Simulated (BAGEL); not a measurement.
# GeSiH5S (SMILES [SiH2][S][GeH3]) at UHF/STO-3G (density fitting with qzvpp-jkfit)

What is the vertical ionisation energy of GeSiH5S at UHF/STO-3G (density fitting with qzvpp-jkfit)? 

The results are computed with BAGEL 1.2.2.

### Step 1. Starting point

The species is GeSiH5S (8 atoms), meant as a doublet with charge 0. As SMILES, `[SiH2][S][GeH3]`. Geometry: relaxed at PBE0-D4/def2-TZVP. This is one conformer, not always the lowest.

Bond lengths: Si1–S2 2.124 Å, S2–Ge3 2.231 Å, Si1–H4 1.493 Å, Si1–H5 1.489 Å, Ge3–H6 1.535 Å, Ge3–H7 1.533 Å, Ge3–H8 1.536 Å. Angles: Si1–S2–Ge3 98.6°, S2–Si1–H4 111.3°, S2–Si1–H5 106.6°, S2–Ge3–H6 109.7°, S2–Ge3–H7 105.3°, S2–Ge3–H8 109.3°, H4–Si1–H5 110.5°, H6–Ge3–H7 111.0°, H6–Ge3–H8 110.3°, H7–Ge3–H8 111.2°.

### Step 2. The energy at UHF/STO-3G (density fitting with qzvpp-jkfit)

Contents of hf.json:

```json
{ "bagel" : [

{
  "title" : "molecule",
  "basis" : "sto-3g",
  "df_basis" : "qzvpp-jkfit",
  "angstrom" : true,
  "geometry" : [
    { "atom" : "Si", "xyz" : [      -0.878000,       1.488200,      -0.662000 ] },
    { "atom" : "S", "xyz" : [       1.044600,       0.591100,      -0.762500 ] },
    { "atom" : "Ge", "xyz" : [       0.739700,      -1.018400,       0.752500 ] },
    { "atom" : "H", "xyz" : [      -1.958600,       0.475700,      -0.855700 ] },
    { "atom" : "H", "xyz" : [      -0.926300,       2.513700,      -1.740000 ] },
    { "atom" : "H", "xyz" : [       0.538900,      -0.391700,       2.139300 ] },
    { "atom" : "H", "xyz" : [       2.019500,      -1.860500,       0.710100 ] },
    { "atom" : "H", "xyz" : [      -0.487400,      -1.855100,       0.362700 ] }
  ]
},

{
  "title" : "uhf",
  "nopen" : 1
},

{
  "title" : "print",
  "file" : "orbitals.molden",
  "orbitals" : true
}

]}
```

Started as:

```bash
$ BAGEL_NUM_THREADS=1 BAGEL hf.json > hf.out
```

The program printed:

```text
* using 1 threads per process

  ===============================================================
  ===============================================================

  *** Geometry ***

  { "atom" : "Si", "xyz" : [     -1.659180,      2.812290,     -1.250999 ] },
  { "atom" : "S", "xyz" : [      1.974008,      1.117017,     -1.440916 ] },
  { "atom" : "Ge", "xyz" : [      1.397830,     -1.924497,      1.422019 ] },
  { "atom" : "H", "xyz" : [     -3.701218,      0.898943,     -1.617039 ] },
  { "atom" : "H", "xyz" : [     -1.750453,      4.750205,     -3.288123 ] },
  { "atom" : "H", "xyz" : [      1.018373,     -0.740206,      4.042691 ] },
  { "atom" : "H", "xyz" : [      3.816302,     -3.515835,      1.341895 ] },
  { "atom" : "H", "xyz" : [     -0.921053,     -3.505631,      0.685404 ] },

  Number of auxiliary basis functions:      612

  Since a DF basis is specified, we compute 2- and 3-index integrals:
    o Being stored without compression. Storage requirement is 0.008 GB

  Number of basis functions:       41
  Number of electrons      :       67

    * METHOD: MOLECULE                             0.33

  *** Open-shell HF ***

  === Nuclear Repulsion ===
   321.8778287080

      * DIIS with orbital gradients will be used.

  === UHF iteration (sto-3g) ===
      0      -2733.40027738          0.01236884           0.14
      1      -2733.43931216          0.00340188           0.13
      2      -2733.44367471          0.00130325           0.13
      3      -2733.44445382          0.00054491           0.13
      4      -2733.44478228          0.00012756           0.13
      5      -2733.44484430          0.00003381           0.13
      6      -2733.44485433          0.00001240           0.13
      7      -2733.44485612          0.00000619           0.14
      8      -2733.44485660          0.00000188           0.13
      9      -2733.44485664          0.00000028           0.13
     10      -2733.44485664          0.00000013           0.13
     11      -2733.44485664          0.00000005           0.13
     12      -2733.44485664          0.00000001           0.14
     13      -2733.44485664          0.00000000           0.13
    * SCF iteration converged.

    * S^2 (UHF) is 0.7527

    * Permanent dipole moment:
           (    0.373648,     0.014057,    -0.456488) a.u.

    * METHOD: UHF                                  2.03

    * METHOD: PRINT                                0.00

  ===============================================================
```

It took 2.5 s on 1 thread of Arm Neoverse V1, shared host; peak memory 0.093 GiB.

### Step 3. The singlet cation

Contents of input.json:

```json
{ "bagel": [

{
  "title": "molecule",
  "basis": "sto-3g",
  "df_basis": "qzvpp-jkfit",
  "angstrom": "true",
  "geometry": [
    { "atom": "Si", "xyz": [      -0.878000,       1.488200,      -0.662000 ] },
    { "atom": "S", "xyz": [       1.044600,       0.591100,      -0.762500 ] },
    { "atom": "Ge", "xyz": [       0.739700,      -1.018400,       0.752500 ] },
    { "atom": "H", "xyz": [      -1.958600,       0.475700,      -0.855700 ] },
    { "atom": "H", "xyz": [      -0.926300,       2.513700,      -1.740000 ] },
    { "atom": "H", "xyz": [       0.538900,      -0.391700,       2.139300 ] },
    { "atom": "H", "xyz": [       2.019500,      -1.860500,       0.710100 ] },
    { "atom": "H", "xyz": [      -0.487400,      -1.855100,       0.362700 ] }
  ]
},

{ "title": "hf", "charge": 1 },

{ "title": "print", "file": "orbitals.molden", "orbitals": "true" }

]}
```

Started as:

```bash
$ BAGEL_NUM_THREADS=1 BAGEL input.json > input.out
```

The program printed:

```text
* using 1 threads per process

  ===============================================================
  ===============================================================

  *** Geometry ***

  { "atom" : "Si", "xyz" : [     -1.659180,      2.812290,     -1.250999 ] },
  { "atom" : "S", "xyz" : [      1.974008,      1.117017,     -1.440916 ] },
  { "atom" : "Ge", "xyz" : [      1.397830,     -1.924497,      1.422019 ] },
  { "atom" : "H", "xyz" : [     -3.701218,      0.898943,     -1.617039 ] },
  { "atom" : "H", "xyz" : [     -1.750453,      4.750205,     -3.288123 ] },
  { "atom" : "H", "xyz" : [      1.018373,     -0.740206,      4.042691 ] },
  { "atom" : "H", "xyz" : [      3.816302,     -3.515835,      1.341895 ] },
  { "atom" : "H", "xyz" : [     -0.921053,     -3.505631,      0.685404 ] },

  Number of auxiliary basis functions:      612

  Since a DF basis is specified, we compute 2- and 3-index integrals:
    o Being stored without compression. Storage requirement is 0.008 GB

  Number of basis functions:       41
  Number of electrons      :       67

    * METHOD: MOLECULE                             0.34

  *** RHF ***

  === Nuclear Repulsion ===
   321.8778287080

      * DIIS with orbital gradients will be used.

  === RHF iteration (sto-3g) ===
      0      -2733.17366507          0.01003778           0.07
      1      -2733.23451000          0.00607976           0.07
      2      -2733.25819159          0.00093712           0.07
      3      -2733.25923659          0.00032326           0.07
      4      -2733.25944112          0.00013265           0.06
      5      -2733.25948608          0.00002681           0.06
      6      -2733.25948787          0.00000806           0.07
      7      -2733.25948807          0.00000378           0.07
      8      -2733.25948812          0.00000115           0.07
      9      -2733.25948813          0.00000035           0.07
     10      -2733.25948813          0.00000019           0.07
     11      -2733.25948813          0.00000005           0.07
     12      -2733.25948813          0.00000002           0.07
     13      -2733.25948813          0.00000001           0.07
    * SCF iteration converged.

    * Permanent dipole moment:
           (    1.646596,    -1.741037,     0.423208) a.u.

    * METHOD: HF                                   1.13

    * METHOD: PRINT                                0.00

  ===============================================================
```

Run time: 1.6 s. Hardware: 1 thread of Arm Neoverse V1, shared host; peak memory 0.093 GiB.

### Step 4. Results

Level: UHF/STO-3G (density fitting with qzvpp-jkfit).

| quantity | value |
| --- | --- |
| doublet GeSiH5S: total energy | -2733.44486 Eh |
| doublet GeSiH5S: dipole moment | 1.50 D |
| doublet GeSiH5S: ⟨S²⟩ | 0.753 |
| singlet cation: total energy | -2733.25949 Eh |
| singlet cation: HOMO energy | -13.76 eV |
| singlet cation: LUMO energy | -4.03 eV |
| singlet cation: HOMO–LUMO gap | 9.74 eV |
| vertical ionisation energy (to the singlet cation) | 5.044 eV |

**Reading.** Removing an electron at fixed nuclei costs 5.04 eV (116 kcal/mol). In a minimal basis such a difference can be off by several eV, whatever the method.
